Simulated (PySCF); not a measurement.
# One shape, several levels: C2H8AlFO (SMILES [CH3][Al-]([CH3])([OH2+])[F])

Wanted: a comparison of 6 runs (HF/STO-3G, HF/3-21G, HF/6-311G**, B3LYP/6-31G*, PBE0/6-31G*) of C2H8AlFO. Input form: a Python script.

Program for the calculation: PySCF 2.14.0.

1 further run of the same task is left out (set aside as unsound or not needed).

### 1 The molecule

C2H8AlFO: 13 atoms, total charge 0, spin state singlet. SMILES: `[CH3][Al-]([CH3])([OH2+])[F]`. Geometry: relaxed at PBE0-D4/def2-TZVP. This is one conformer, not always the lowest.

Bond lengths: C1–Al2 1.951 Å, Al2–C3 1.961 Å, Al2–O4 2.023 Å, Al2–F5 1.691 Å, C1–H6 1.095 Å, C1–H7 1.094 Å, C1–H8 1.095 Å, C3–H9 1.095 Å, C3–H10 1.096 Å, C3–H11 1.095 Å, O4–H12 0.963 Å, O4–H13 0.968 Å. Some angles: C1–Al2–C3 122.5°, C1–Al2–O4 105.3°, C1–Al2–F5 115.6°, C3–Al2–O4 100.6°, C3–Al2–F5 115.6°, O4–Al2–F5 88.4°, Al2–C1–H6 112.0°, Al2–C1–H7 112.1°, Al2–C1–H8 111.3°, Al2–C3–H9 113.1°.

### 2 Energy and gradient at HF/STO-3G (run 1)

The input, input.py:

```python
from pyscf import gto, scf

mol = gto.Mole()
mol.atom = '''
C     -1.725900     0.218300    -0.875600
Al     0.165700     0.181600    -0.398800
C      1.055000    -1.439500     0.255700
O      0.331200     1.378400     1.224400
F      1.151600     1.267800    -1.239800
H     -2.350200    -0.255300    -0.110900
H     -2.095300     1.238600    -1.016600
H     -1.911200    -0.319400    -1.811400
H      2.087000    -1.263700     0.578100
H      0.518800    -1.902300     1.092300
H      1.103500    -2.200400    -0.530500
H      0.798500     0.970100     1.961300
H      0.891900     2.091100     0.886600
'''
mol.spin = 0
mol.verbose = 4
mol.charge = 0
mol.basis = 'sto-3g'
mol.max_memory = 1860
mol.build()

hf = scf.RHF(mol)
hf.conv_tol = 1e-10
hf.kernel()
if not hf.converged:
    hf = hf.newton().run(hf.mo_coeff, hf.mo_occ)

e_tot = hf.e_tot
print(f'total energy: {e_tot:.8f} hartree')
grad = hf.nuc_grad_method().kernel()
dip = hf.dip_moment()
pop, q = hf.mulliken_pop()
```

The run is started by

```sh
$ OMP_NUM_THREADS=1 python input.py
```

The program printed:

```text
PySCF version 2.14.0

[... 65 lines left out ...]
converged SCF energy = -490.458117928946
total energy: -490.45811793 hartree
[... 11 lines left out ...]
Dipole moment(X, Y, Z, Debye):  1.28798,  1.66323,  3.53815
[... 51 lines left out ...]
charge of   12H =      0.26628
```

Wall time 11 s (1 thread of Intel Xeon at 2.50GHz (Skylake/Cascade Lake), shared host); peak memory 0.12 GiB.

### 3 Energy and forces at HF/3-21G (run 2)

The input, calc.py:

```python
import pyscf.grad
from pyscf import gto, scf

system = gto.M(
    atom='''
C     -3.261478     0.412527    -1.654644
Al     0.313128     0.343174    -0.753623
C      1.993661    -2.720261     0.483203
O      0.625877     2.604798     2.313781
F      2.176209     2.395795    -2.342882
H     -4.441234    -0.482447    -0.209571
H     -3.959543     2.340615    -1.921096
H     -3.611645    -0.603579    -3.423050
H      3.943858    -2.388047     1.092451
H      0.980390    -3.594826     2.064148
H      2.085313    -4.158153    -1.002500
H      1.508946     1.833223     3.706320
H      1.685447     3.951606     1.675431
''',
    verbose=4,
    max_memory=1860,
    basis='3-21g',
    unit='bohr',
)

calc0 = scf.RHF(system)
calc0.conv_tol = 1e-10
calc0.kernel()
if not calc0.converged:
    calc0 = calc0.newton().run(calc0.mo_coeff, calc0.mo_occ)

energy = calc0.e_tot
print(f'total energy: {energy:.8f} hartree')
grad = calc0.Gradients().kernel()
dip = calc0.dip_moment()
pop, q = calc0.mulliken_pop()
```

The run is started by

```sh
$ OMP_NUM_THREADS=1 python calc.py
```

The program printed:

```text
PySCF version 2.14.0

[... 67 lines left out ...]
converged SCF energy = -494.045337968091
total energy: -494.04533797 hartree
[... 11 lines left out ...]
Dipole moment(X, Y, Z, Debye):  1.16555,  1.00212,  4.12116
[... 79 lines left out ...]
charge of   12H =      0.45541
```

It took 7.6 s on 1 thread of Intel Xeon at 2.50GHz (Skylake/Cascade Lake), shared host; peak memory 0.13 GiB.

### 4 Energy and forces at HF/6-311G(d,p) (run 3)

The input, job.py:

```python
from pyscf import gto

mol = gto.Mole()
mol.atom = [
    ('C', (-1.725900, 0.218300, -0.875600)),
    ('Al', (0.165700, 0.181600, -0.398800)),
    ('C', (1.055000, -1.439500, 0.255700)),
    ('O', (0.331200, 1.378400, 1.224400)),
    ('F', (1.151600, 1.267800, -1.239800)),
    ('H', (-2.350200, -0.255300, -0.110900)),
    ('H', (-2.095300, 1.238600, -1.016600)),
    ('H', (-1.911200, -0.319400, -1.811400)),
    ('H', (2.087000, -1.263700, 0.578100)),
    ('H', (0.518800, -1.902300, 1.092300)),
    ('H', (1.103500, -2.200400, -0.530500)),
    ('H', (0.798500, 0.970100, 1.961300)),
    ('H', (0.891900, 2.091100, 0.886600)),
]
mol.spin = 0
mol.basis = '6-311g**'
mol.max_memory = 1860
mol.verbose = 4
mol.charge = 0
mol.build()

myscf = mol.RHF()
myscf.conv_tol = 1e-10
myscf.kernel()
if not myscf.converged:
    myscf = myscf.newton().run(myscf.mo_coeff, myscf.mo_occ)

energy = myscf.e_tot
print('E = %.10f Eh' % energy)
grad = myscf.nuc_grad_method().kernel()
myscf.analyze()
```

The run is started by

```sh
$ OMP_NUM_THREADS=1 python job.py
```

The program printed:

```text
PySCF version 2.14.0

[... 92 lines left out ...]
MO #2   energy= -26.2066599550346  occ= 2
[... 17 lines left out ...]
MO #20  energy= -0.529876194202376 occ= 2
[... 17 lines left out ...]
MO #38  energy= 0.315775071972461  occ= 0
[... 17 lines left out ...]
MO #56  energy= 0.85211538536274   occ= 0
[... 17 lines left out ...]
MO #74  energy= 1.4604154852863    occ= 0
[... 17 lines left out ...]
MO #92  energy= 2.05810720139485   occ= 0
[... 17 lines left out ...]
MO #110 energy= 2.90043764292082   occ= 0
[... 17 lines left out ...]
MO #128 energy= 4.2979787709227    occ= 0
[... 17 lines left out ...]
MO #146 energy= 123.12627107239    occ= 0
[... 162 lines left out ...]
Dipole moment(X, Y, Z, Debye):  0.89475,  1.00447,  3.96918
```

Run time: 90 s. Hardware: 1 thread of Intel Xeon at 2.50GHz (Skylake/Cascade Lake), shared host; peak memory 0.55 GiB.

Runs 4 to 5 aren't shown in full; the table further down has their settings and results.

### 5 Energy and gradient at B3LYP/6-31G(d) (Cartesian functions) (run 6)

The input, calc.py:

```python
# [CH3][Al-]([CH3])([OH2+])[F]
import pyscf.grad
from pyscf import gto, dft

mol = gto.M(
    atom='''
C       -1.725900       0.218300      -0.875600
Al       0.165700       0.181600      -0.398800
C        1.055000      -1.439500       0.255700
O        0.331200       1.378400       1.224400
F        1.151600       1.267800      -1.239800
H       -2.350200      -0.255300      -0.110900
H       -2.095300       1.238600      -1.016600
H       -1.911200      -0.319400      -1.811400
H        2.087000      -1.263700       0.578100
H        0.518800      -1.902300       1.092300
H        1.103500      -2.200400      -0.530500
H        0.798500       0.970100       1.961300
H        0.891900       2.091100       0.886600
''',
    cart=True,
    verbose=3,
    basis='6-31g*',
    max_memory=1860,
    charge=0,
    spin=0,
)

ks = dft.RKS(mol)
ks.xc = 'b3lyp'
ks.conv_tol = 1e-10
ks.grids.level = 5
ks.kernel()
if not ks.converged:
    ks = ks.newton().run(ks.mo_coeff, ks.mo_occ)

e_tot = ks.e_tot
print(f'total energy: {e_tot:.8f} hartree')
grad = ks.Gradients().kernel()
dip = ks.dip_moment()
pop, q = ks.mulliken_pop()
```

The run is started by

```sh
$ OMP_NUM_THREADS=1 python calc.py
```

The program printed:

```text
converged SCF energy = -498.637989979923
total energy: -498.63798998 hartree
[... 8 lines left out ...]
Dipole moment(X, Y, Z, Debye):  0.92107,  1.05464,  3.74616
[... 109 lines left out ...]
charge of   12H =      0.45853
```

It took 2 min on 1 thread of Intel Xeon at 2.50GHz (Skylake/Cascade Lake), shared host; peak memory 0.94 GiB.

### 6 Overview of the runs

| run | level | integration grid | Cartesian functions | energy (Eh) | dipole moment (D) | HOMO energy (eV) | LUMO energy (eV) | wall time |
| --- | --- | --- | --- | --- | --- | --- | --- | --- |
| 1 | HF/STO-3G | – | no | -490.458118 | 4.12 | -7.78 | 11.92 | 11 s |
| 2 | HF/3-21G | – | no | -494.045338 | 4.40 | -10.21 | 4.42 | 7.6 s |
| 3 | HF/6-311G** | – | no | -496.809760 | 4.19 | -10.37 | 2.47 | 90 s |
| 4 | B3LYP/6-31G* (spherical functions) | 5 | no | -498.632065 | 4.01 | -6.68 | 0.03 | 1.8 min |
| 5 | PBE0/6-31G* (spherical functions) | 5 | no | -498.214158 | 4.01 | -6.95 | 0.44 | 1.9 min |
| 6 | B3LYP/6-31G* (Cartesian functions) | 5 | yes | -498.637990 | 4.00 | -6.68 | -0.01 | 2 min |

### 7 Results

```
                       quantity          value
            run 6: total energy  -498.63799 Eh
           run 6: dipole moment         4.00 D
             run 6: HOMO energy       -6.68 eV
             run 6: LUMO energy       -0.01 eV
           run 6: HOMO–LUMO gap        6.67 eV
run 6: largest force on an atom     0.461 eV/Å
```

**Reading.** The dipole moment (its size) runs from 4.00 D (B3LYP/6-31G*) to 4.40 D (HF/3-21G). The two ends differ in method and basis. The HOMO–LUMO gap runs from 6.67 eV (B3LYP/6-31G*) to 19.71 eV (HF/STO-3G). Totals of different functionals can't be ranked against each other. In run 1 the basis is minimal, so the values are rough. All runs together took 7.5 min, the longest 2 min.
